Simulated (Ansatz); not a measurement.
# CH3Se radical (SMILES [CH2][SeH]): one structure at several levels

The task here is to estimate one member of a computed series from the others.

The runs use Ansatz 0.2.0, Gaussian basis; single points in def2-TZVPP.

Correlated methods freeze the cores. Filled d shells of the heavier atoms are correlated. Orbitals are unrestricted.

## Where the work starts

5 atoms, charge 0, spin multiplicity 2.

Atoms are counted from 1 here; the program's logs count them from 0.

Bond lengths: C1–Se2 1.816 Å, C1–H3 1.194 Å, C1–H4 1.063 Å, Se2–H5 1.504 Å. Angles: Se2–C1–H3 112.7°, Se2–C1–H4 117.0°, H3–C1–H4 120.8°, C1–Se2–H5 96.2°.

Geometry (Å):

```
C    -0.4024   -0.4433    0.1277
Se    0.8931    0.8116    0.3380
H    -0.3603   -1.2935    0.9651
H    -0.6944   -0.6732   -0.8677
H     0.4632    1.6833   -0.8098
```

The first run:

The input, run/in.yaml:

```yaml
crystal:
  periodic: [false, false, false]
  atoms:
    - {symbol: C, position_ang: [-0.402400, -0.443300, 0.127700]}
    - {symbol: Se, position_ang: [0.893100, 0.811600, 0.338000]}
    - {symbol: H, position_ang: [-0.360300, -1.293500, 0.965100]}
    - {symbol: H, position_ang: [-0.694400, -0.673200, -0.867700]}
    - {symbol: H, position_ang: [0.463200, 1.683300, -0.809800]}
basis:
  gaussian: {orbitals: def2-TZVPP}
magnetization: {spin_polarized: true, initial_magnetization: 1}
correlation: {method: ccsd_t}
scf: {omitted_lower_state_checks: [cluster_reference]}
output: {forces: true}
```

No record of the launch command was kept for these runs.

Among the steps run: CCSD(T)/def2-TZVPP; PBE0-D4/def2-TZVPP; wB97M-V/def2-TZVPP; r2SCAN-D4/def2-TZVPP; PBE-D4/def2-TZVPP; B97M-V/def2-TZVPP; BLYP-D4/def2-TZVPP.

One table of the session follows, with a row left open; its other results are not shown here.

| method | RMS force component (eV/Å) | angle to CCSD(T) forces (°) | dipole (D) |
| --- | --- | --- | --- |
| CCSD(T) | 1.273 | reference | 0.65 |
| PBE0-D4 | 1.246 | 4.4 | 0.66 |
| wB97M-V | 1.260 | 4.1 | 0.63 |
| r2SCAN-D4 | ? | ? | ? |
| PBE-D4 | 1.198 | 8.1 | 0.61 |
| B97M-V | 1.248 | 5.7 | 0.62 |
| BLYP-D4 | 1.237 | 9.4 | 0.59 |

**Question.** Estimate the row for r2SCAN-D4.

As computed: RMS force component (eV/Å): 1.254; angle to CCSD(T) forces (°): 2.3; dipole (D): 0.68. In the column «RMS force component (eV/Å)» it lies between B97M-V (1.248) and wB97M-V (1.260).
